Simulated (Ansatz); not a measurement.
From input file to script: CH8O2Si2, SMILES O[SiH2]C(O)[SiH3] in Ansatz 0.2.0.

```yaml
crystal:
  periodic: [false, false, false]
  atoms:
    - { symbol: O, position_ang: [-2.1848, 1.5487, 0.0314] }
    - { symbol: Si, position_ang: [-1.442, 0.1261, 0.0476] }
    - { symbol: C, position_ang: [0.406, 0.3949, 0.2049] }
    - { symbol: O, position_ang: [1.0652, 1.4165, -0.6605] }
    - { symbol: Si, position_ang: [1.1113, -1.366, 0.0408] }
    - { symbol: H, position_ang: [-1.8112, 2.2824, -0.5416] }
    - { symbol: H, position_ang: [-1.7458, -0.5652, -1.2138] }
    - { symbol: H, position_ang: [-1.9234, -0.6426, 1.1835] }
    - { symbol: H, position_ang: [0.6272, 0.7636, 1.2815] }
    - { symbol: H, position_ang: [1.9482, 1.4699, -0.4461] }
    - { symbol: H, position_ang: [0.8263, -1.9463, -1.2578] }
    - { symbol: H, position_ang: [0.606, -2.2445, 1.1415] }
    - { symbol: H, position_ang: [2.5375, -1.2721, 0.2033] }
accuracy: medium
basis:
  gaussian:
    orbitals: "6-31G*"
hamiltonian:
  xc: pbe0
scf:
  lower_state_search: light
output:
  orbitals: {}
  forces: true
```

Script `ch8o2si2_energy.py`:
```python
'''Single point of CH8O2Si2.'''

from dataclasses import dataclass
from pathlib import Path
import logging
import sys

import ansatz
from ase import Atoms
import numpy as np

logging.basicConfig(stream=sys.stdout, format='[%(levelname)s] %(message)s')
logger = logging.getLogger('ch8o2si2')
logger.setLevel(logging.INFO)


@dataclass(frozen=True)
class Settings:
    basis_set: str = '6-31G*'
    functional: str = 'pbe0'


opts = Settings()

atoms = Atoms(['O', 'Si', 'C', 'O', 'Si', 'H', 'H', 'H', 'H', 'H', 'H', 'H', 'H'], positions=[
    [-2.1848, 1.5487, 0.0314],
    [-1.442, 0.1261, 0.0476],
    [0.406, 0.3949, 0.2049],
    [1.0652, 1.4165, -0.6605],
    [1.1113, -1.366, 0.0408],
    [-1.8112, 2.2824, -0.5416],
    [-1.7458, -0.5652, -1.2138],
    [-1.9234, -0.6426, 1.1835],
    [0.6272, 0.7636, 1.2815],
    [1.9482, 1.4699, -0.4461],
    [0.8263, -1.9463, -1.2578],
    [0.606, -2.2445, 1.1415],
    [2.5375, -1.2721, 0.2033],
])
geometry = ansatz.Crystal.molecule_from_ase(atoms)

calculation = (
    geometry.calculation()
    .basis(gaussian=opts.basis_set)
    .functional(opts.functional)
    .accuracy('medium')
    .scf(lower_state_search='light')
    .forces()
    .orbitals()
)
res = calculation.run(threads=1, backend='cpu', runs_dir='out')
data = res.report

logger.info(f'E = {data["free_energy_ev"]:.6f} eV = {data["free_energy_ev"] / 27.211386246:.7f} Ha')
print('converged:', data['converged'], ' doubts:', data['published_state_doubts'] or 'none')

symbols = [site.symbol for site in geometry.cartesian_sites]
forces = np.array(data['forces_ev_ang'])
print('largest force', round(float(np.linalg.norm(forces, axis=1).max()), 4), 'eV/A, rms', round(float(np.sqrt((forces ** 2).mean())), 4))

charges = data['charge_distribution']
print('dipole moment', round(4.803205 * float(np.linalg.norm(charges['dipole_moment_e_ang'])), 3), 'D')
print('Mulliken:', [(s, round(q, 3)) for s, q in zip(symbols, charges['mulliken_charges_e'])])

lines = Path(data['orbitals_path']).read_text().splitlines()
field_of = lambda key: [line.split('=')[1].strip() for line in lines if line.startswith(key)]
orbitals = [(27.211386 * float(e), s, float(n)) for e, s, n in zip(field_of('Ene='), field_of('Spin='), field_of('Occup='))]
homo = max(e for e, _, n in orbitals if n > 0.5)
lumo = min(e for e, _, n in orbitals if n < 0.5)
for e, spin, n in sorted(orbitals):
    if homo - 10 < e < lumo + 5:
        logger.info(f'{spin:6s} {e:10.3f} eV  occupation {n:.0f}')
```

Running `python ch8o2si2_energy.py` prints:
```text
[INFO] E = -21002.774082 eV = -771.8377113 Ha
converged: True  doubts: none
largest force 5.119 eV/A, rms 1.3082
dipole moment 1.756 D
Mulliken: [('O', -0.695), ('Si', 0.647), ('C', -0.331), ('O', -0.646), ('Si', 0.284), ('H', 0.443), ('H', -0.095), ('H', -0.065), ('H', 0.182), ('H', 0.423), ('H', -0.036), ('H', -0.056), ('H', -0.056)]
[INFO] Alpha     -15.574 eV  occupation 2
[INFO] Alpha     -15.269 eV  occupation 2
[INFO] Alpha     -13.832 eV  occupation 2
[INFO] Alpha     -13.130 eV  occupation 2
[INFO] Alpha     -11.365 eV  occupation 2
[INFO] Alpha     -10.856 eV  occupation 2
[INFO] Alpha     -10.756 eV  occupation 2
[INFO] Alpha     -10.034 eV  occupation 2
[INFO] Alpha     -10.008 eV  occupation 2
[INFO] Alpha      -9.675 eV  occupation 2
[INFO] Alpha      -8.736 eV  occupation 2
[INFO] Alpha      -8.069 eV  occupation 2
[INFO] Alpha      -7.369 eV  occupation 2
[INFO] Alpha       0.092 eV  occupation 0
[INFO] Alpha       0.913 eV  occupation 0
[INFO] Alpha       1.619 eV  occupation 0
[INFO] Alpha       2.263 eV  occupation 0
[INFO] Alpha       2.568 eV  occupation 0
[INFO] Alpha       2.686 eV  occupation 0
[INFO] Alpha       3.453 eV  occupation 0
[INFO] Alpha       3.617 eV  occupation 0
[INFO] Alpha       4.230 eV  occupation 0
[INFO] Alpha       4.311 eV  occupation 0
```

What to keep in mind:
- The settings weren't tested for convergence.
- The geometry is a force-field or estimated start, not a minimum of this method, and the basis set is short of its limit.
- Alpha marks a spatial orbital of a restricted run, filled by both spins.
- Levels such as HOMO and LUMO are orbital energies: with these approximate functionals they aren't the ionisation energy and electron affinity, and their gap isn't the fundamental gap.
- It ran for 6.6 s on 1 thread of Arm Neoverse V1, with other jobs on the host, peak memory 0.28 GiB.

(A comment or docstring line of the script was reworded after the run, the code is as it ran; lines on the test bed's own set-up are left out of the output.)
